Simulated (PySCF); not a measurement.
# C6H4BrF: excited states, first hyperpolarisability

Wanted: excited states, first hyperpolarisability for C6H4BrF (`Fc1ccc(Br)cc1`).

Programs: PySCF 2.14.0, with routines of our own; each step states its level. All values are computed. Atoms count from 0.

### Step 1. The system as given

12 atoms, charge 0, multiplicity 1; geometry from: GFN2-xTB.

### Step 2. Optimising the geometry at PBE0-D3(BJ)/def2-SVP

Job settings and geometry (Å):

```
{"job": {"xc": "PBE0", "basis": "def2-SVP", "d3": "d3bj", "grid": 2, "kind": "geom"}, "charge": 0, "multiplicity": 1}
F     -2.749023    -0.156346    -0.046650
C     -1.405639    -0.080079    -0.024934
C     -0.667296    -1.250764    -0.009157
C      0.713071    -1.170071     0.013006
C      1.320442     0.075179     0.018853
Br     3.219563     0.182074     0.047745
C      0.575920     1.243548     0.003495
C     -0.804735     1.166853    -0.018078
H     -1.170835    -2.204105    -0.014461
H      1.312280    -2.066920     0.025804
H      1.069804     2.202675     0.008505
H     -1.412353     2.057270    -0.030156
```

The run is started by

```
$ OMP_NUM_THREADS=1 python excited_run.py task.json out
```

The driver reads the jobs from task.json and runs them one after another.

Output:

```text
step   0  E = -2903.83246959  max force = 0.017914
step   1  E = -2903.83355092  max force = 0.002814
step   2  E = -2903.83357357  max force = 0.000708
step   3  E = -2903.83357303  max force = 0.000582
step   4  E = -2903.83357602  max force = 0.000111
optimisation converged
```

Run time: 55 s. Hardware: 1 thread of Arm Neoverse V1, shared host; peak memory 0.8 GiB.

The steps of the relaxation:

```tsv
step	energy from step 0 (eV)	largest force component (eV/Å)
0	0.0000	0.9212
1	-0.0294	0.1447
2	-0.0300	0.0364
3	-0.0300	0.0299
4	-0.0301	0.0057
```

Distances of close pairs at the start and the end, largest changes first:

```tsv
bond	before (Å)	after (Å)	change (Å)
C4–Br5	1.902	1.887	-0.016
F0–C1	1.346	1.330	-0.015
C7–H11	1.078	1.091	+0.013
C2–H8	1.078	1.091	+0.013
C3–H9	1.079	1.091	+0.012
C6–H10	1.079	1.091	+0.012
C2–C3	1.383	1.392	+0.010
C6–C7	1.383	1.393	+0.010
```

The next job starts from the end point, and lists it.

```tsv
at the end point	value
point group (found at 0.08 Å tolerance)	C2v
rotational constants (GHz, main isotopes)	5.666, 0.621, 0.560
dipole moment (D)	0.24
```

### Step 3. Excited states: TDA CAM-B3LYP/def2-TZVP

Job settings and geometry (Å):

```
{"job": {"kind": "states", "xc": "CAM-B3LYP", "basis": "def2-TZVP", "tda": true, "soc": true, "nstates": 6, "ntriplets": 5, "nquad": 4}, "charge": 0, "multiplicity": 1}
F     -3.139704    -0.243506    -0.014413
C     -1.811658    -0.167954     0.006955
C     -1.064621    -1.339770     0.022260
C      0.325365    -1.259727     0.044527
C      0.944295    -0.009884     0.051086
Br     2.827599     0.098046     0.081101
C      0.187061     1.161099     0.035701
C     -1.202985     1.081429     0.013441
H     -1.576999    -2.303344     0.016624
H      0.928219    -2.169034     0.056787
H      0.682133     2.133378     0.041045
H     -1.821927     1.980198     0.000966
```

With the program's defaults for keys left out, this is: TDA CAM-B3LYP/def2-TZVP excited states, vertical, gas phase, spin-orbit mean-field couplings.

Output:

```text
coarse grid: 53600 points
cycle   1  E = -2905.0809378209  dE =  5.304e-01  |g| = 5.865e-01  |ddm| = 5.587e+00
cycle   2  E = -2905.0814251904  dE = -4.874e-04  |g| = 6.252e-01  |ddm| = 1.699e+00
cycle   3  E = -2905.1372020879  dE = -5.578e-02  |g| = 8.965e-02  |ddm| = 1.048e+00
cycle   4  E = -2905.1382914384  dE = -1.089e-03  |g| = 2.903e-02  |ddm| = 1.383e-01
cycle   5  E = -2905.1384257754  dE = -1.343e-04  |g| = 1.010e-02  |ddm| = 4.910e-02
cycle   6  E = -2905.1384501575  dE = -2.438e-05  |g| = 2.186e-03  |ddm| = 1.649e-02
cycle   7  E = -2905.1384512299  dE = -1.072e-06  |g| = 1.049e-03  |ddm| = 3.626e-03
final grid: 113416 points
cycle   8  E = -2905.1384743406  dE =  2.119e-07  |g| = 1.496e-03  |ddm| = 4.069e-03
cycle   9  E = -2905.1384736957  dE =  6.449e-07  |g| = 2.192e-03  |ddm| = 2.633e-03
cycle  10  E = -2905.1384749001  dE = -1.204e-06  |g| = 9.914e-05  |ddm| = 1.589e-03
cycle  11  E = -2905.1384749021  dE = -2.002e-09  |g| = 1.543e-05  |ddm| = 8.568e-05
cycle  12  E = -2905.1384749022  dE = -1.332e-10  |g| = 1.181e-05  |ddm| = 8.051e-05
converged SCF energy = -2905.1384749022

Singlet excitations
state   eV       nm        f     d(h-e)  d(exc)  Lambda  PR(NTO)  |dmu|/D   mu/D   main configurations
  1   5.2406   236.6   0.01931   0.348   2.883   0.633   1.649    1.112    0.836   H->L 0.72, H-1->L+1 0.26
  2   5.8111   213.4   0.00001   0.921   3.065   0.505   1.021    2.945    3.222   H->L+2 0.92
  3   6.1127   202.8   0.11587   0.461   2.965   0.814   1.656    1.222    0.946   H->L+1 0.74, H-1->L 0.23
  4   6.9320   178.9   0.00628   0.456   2.385   0.539   1.063    1.199    0.923   H-2->L+2 0.90
  5   7.1703   172.9   0.00173   2.840   3.812   0.207   1.017                     H-2->L 0.97
  6   7.1783   172.7   0.00000   2.483   3.535   0.234   1.004                     H-2->L+1 0.96

Triplet excitations (Tamm-Dancoff)
state   eV     d(h-e)  d(exc)  Lambda  PR(NTO)   main configurations
  1   3.9813   0.101   2.538   0.817   1.867   H->L+1 0.62, H-1->L 0.30
  2   4.3369   0.272   2.822   0.621   1.058   H->L 0.92
  3   4.7135   0.024   2.666   0.863   1.786   H-1->L 0.67, H->L+1 0.30
  4   5.2785   0.718   2.891   0.504   1.013   H->L+2 0.86
  5   5.4153   0.165   2.627   0.654   1.061   H-1->L+1 0.97
S1 - T1 = 1.2593 eV

Spin-orbit couplings |<S|Hso|T>| (cm-1)
             T1       T2       T3       T4       T5
S0        0.033    4.472    0.049  741.421    4.945
S1        0.358    0.001    0.041    1.365    0.001
S2       97.256   11.997   65.544    0.022    2.808
S3        0.027    0.116    0.021   69.446    0.496
S4       14.020    0.036    8.204  854.757    0.018
S5        7.195  401.660    5.865    0.048   65.310
S6      315.159    4.960  235.308    7.997    3.836
T1 sublevels (cm-1): 0.000 3.660 3.851   radiative rates (1/s): 0.000541 134 0.0526
```

It took 92 s on 1 thread of Arm Neoverse V1, shared host; peak memory 1.3 GiB.

In short:

```tsv
quantity	value
S1 less T1	1.26 eV
```

### Step 4. Excited states: TDDFT CAM-B3LYP/aug-cc-pVDZ

Settings changed since step 3:

```diff
@@ -1,2 +1,2 @@
-{"job": {"kind": "states", "xc": "CAM-B3LYP", "basis": "def2-TZVP", "tda": true, "soc": true, "nstates": 6, "ntriplets": 5, "nquad": 4}, "charge": 0, "multiplicity": 1}
+{"job": {"kind": "states", "xc": "CAM-B3LYP", "basis": "aug-cc-pVDZ", "tpa": true, "nstates": 8, "nquad": 6, "ntriplets": 0}, "charge": 0, "multiplicity": 1}
 F     -3.139704    -0.243506    -0.014413
```

Level: TDDFT CAM-B3LYP/aug-cc-pVDZ excited states, vertical, gas phase, two-photon moments by quadratic response.

Output:

```text
coarse grid: 53600 points
cycle   1  E = -2904.9684594550  dE =  5.943e-01  |g| = 4.769e-01  |ddm| = 2.460e+01
cycle   2  E = -2904.9690186285  dE = -5.592e-04  |g| = 5.396e-01  |ddm| = 4.036e+00
cycle   3  E = -2905.0185096149  dE = -4.949e-02  |g| = 5.736e-02  |ddm| = 1.656e+00
cycle   4  E = -2905.0190634806  dE = -5.539e-04  |g| = 2.726e-02  |ddm| = 3.091e-01
cycle   5  E = -2905.0192249414  dE = -1.615e-04  |g| = 8.195e-03  |ddm| = 1.660e-01
cycle   6  E = -2905.0192419328  dE = -1.699e-05  |g| = 2.099e-03  |ddm| = 3.564e-02
cycle   7  E = -2905.0192429994  dE = -1.067e-06  |g| = 8.542e-04  |ddm| = 1.205e-02
final grid: 113416 points
cycle   8  E = -2905.0192419555  dE =  1.193e-07  |g| = 1.202e-03  |ddm| = 2.327e-02
cycle   9  E = -2905.0192415515  dE =  4.040e-07  |g| = 1.732e-03  |ddm| = 1.155e-02
cycle  10  E = -2905.0192423237  dE = -7.722e-07  |g| = 6.399e-05  |ddm| = 6.602e-03
cycle  11  E = -2905.0192423248  dE = -1.102e-09  |g| = 1.882e-05  |ddm| = 3.422e-04
cycle  12  E = -2905.0192423249  dE = -1.273e-10  |g| = 9.159e-06  |ddm| = 1.571e-04
converged SCF energy = -2905.0192423249

Singlet excitations
state   eV       nm        f     d(h-e)  d(exc)  Lambda  PR(NTO)  |dmu|/D   mu/D   delta(TPA)   sigma/GM   main configurations
  1   5.1265   241.8   0.01657   0.339   2.914   0.613   1.620    1.205    0.936        5.62      0.054   H->L 0.79, H-1->L+2 0.18
  2   5.6312   220.2   0.00005   1.009   3.367   0.328   1.032    3.476    3.745        3.19      0.037   H->L+5 0.35, H->L+1 0.26, H->L+4 0.22
  3   5.8269   212.8   0.10413   0.385   3.069   0.771   1.602    1.010    0.740        9.13      0.114   H->L+2 0.80, H-1->L 0.18
  4   6.3214   196.1   0.01371   0.420   4.468   0.290   1.064    1.896    2.165       21.01      0.308   H->L+1 0.60, H->L+4 0.27
  5   6.7194   184.5   0.06112   0.192   2.703   0.389   1.646    0.038    0.307       13.86      0.229   H-2->L+5 0.30, H-2->L+4 0.27, H-1->L+2 0.17
  6   6.7875   182.7   0.59296   0.329   2.942   0.814   1.770    0.843    0.574       22.47      0.379   H-1->L 0.76, H->L+2 0.17
  7   6.7956   182.4   0.22740   0.380   2.984   0.524   2.605                                            H-1->L+2 0.55, H->L 0.14, H-2->L+5 0.11
  8   6.8167   181.9   0.00000   0.421   5.112   0.119   1.076                                            H->L+3 0.91
```

It took 92 s on 1 thread of Arm Neoverse V1, shared host; peak memory 1.2 GiB.

### Step 5. First hyperpolarisability: quadratic response CAM-B3LYP/aug-cc-pVDZ

Settings changed since step 4:

```diff
@@ -1,2 +1,2 @@
-{"job": {"kind": "states", "xc": "CAM-B3LYP", "basis": "aug-cc-pVDZ", "tpa": true, "nstates": 8, "nquad": 6, "ntriplets": 0}, "charge": 0, "multiplicity": 1}
+{"job": {"kind": "beta", "xc": "CAM-B3LYP", "basis": "aug-cc-pVDZ"}, "charge": 0, "multiplicity": 1}
 F     -3.139704    -0.243506    -0.014413
```

With the program's defaults for keys left out, this is: quadratic response CAM-B3LYP/aug-cc-pVDZ first hyperpolarisability, Taylor convention, gas phase.

Output:

```text
coarse grid: 53600 points
cycle   1  E = -2904.9684594550  dE =  5.943e-01  |g| = 4.769e-01  |ddm| = 2.460e+01
cycle   2  E = -2904.9690186285  dE = -5.592e-04  |g| = 5.396e-01  |ddm| = 4.036e+00
cycle   3  E = -2905.0185096149  dE = -4.949e-02  |g| = 5.736e-02  |ddm| = 1.656e+00
cycle   4  E = -2905.0190634806  dE = -5.539e-04  |g| = 2.726e-02  |ddm| = 3.091e-01
cycle   5  E = -2905.0192249414  dE = -1.615e-04  |g| = 8.195e-03  |ddm| = 1.660e-01
cycle   6  E = -2905.0192419328  dE = -1.699e-05  |g| = 2.099e-03  |ddm| = 3.564e-02
cycle   7  E = -2905.0192429994  dE = -1.067e-06  |g| = 8.542e-04  |ddm| = 1.205e-02
final grid: 113416 points
cycle   8  E = -2905.0192419555  dE =  1.193e-07  |g| = 1.202e-03  |ddm| = 2.327e-02
cycle   9  E = -2905.0192415515  dE =  4.040e-07  |g| = 1.732e-03  |ddm| = 1.155e-02
cycle  10  E = -2905.0192423237  dE = -7.722e-07  |g| = 6.399e-05  |ddm| = 6.602e-03
cycle  11  E = -2905.0192423248  dE = -1.102e-09  |g| = 1.882e-05  |ddm| = 3.422e-04
cycle  12  E = -2905.0192423249  dE = -1.273e-10  |g| = 9.159e-06  |ddm| = 1.571e-04
converged SCF energy = -2905.0192423249

Lowest singlets (eV, f): 5.1265 0.0166  5.6312 0.0001  5.8269 0.1041

First hyperpolarisability (au)
process     nm      |vector|   parallel      HRS      DR
static         -      150.27      90.16      57.63    6.81
shg       1907.0      151.95      91.17       58.4   6.643
eope      1907.0      150.85      90.51          -       -
shg       1064.0      154.58      92.75      59.87   6.161
eope      1064.0      152.06      91.24          -       -
```

Run time: 63 s. Hardware: 1 thread of Arm Neoverse V1, shared host; peak memory 1.2 GiB.

### Step 6. Outcome

| quantity | value |
| --- | --- |
| point group | C2v |
| rotational constants (main isotopes) | 5.67, 0.62, 0.56 GHz |
| S1 less T1 (step 3, TDA CAM-B3LYP/def2-TZVP) | 1.26 eV |
| β vector (step 5, quadratic response CAM-B3LYP/aug-cc-pVDZ) | static 150, SHG 1907.0 nm 152, SHG 1064.0 nm 155 au |

**Reading.** The optimisation took 4 steps and gained 0.030 eV; among the close pairs (by a distance rule), C4–Br5 changed most, from 1.902 to 1.887 Å. No frequency check was run at this level, so the end point may be a saddle. Scalar relativity is left out for the heavy atoms. In step 3, the number of triplets below S1 is 3, and the largest singlet-triplet spin-orbit coupling is S4–T4, 854.76 cm⁻¹. Steps that list no spin-orbit terms leave them out, which matters at and beside the heavy atoms. In step 4 some excited states are degenerate or nearly so.
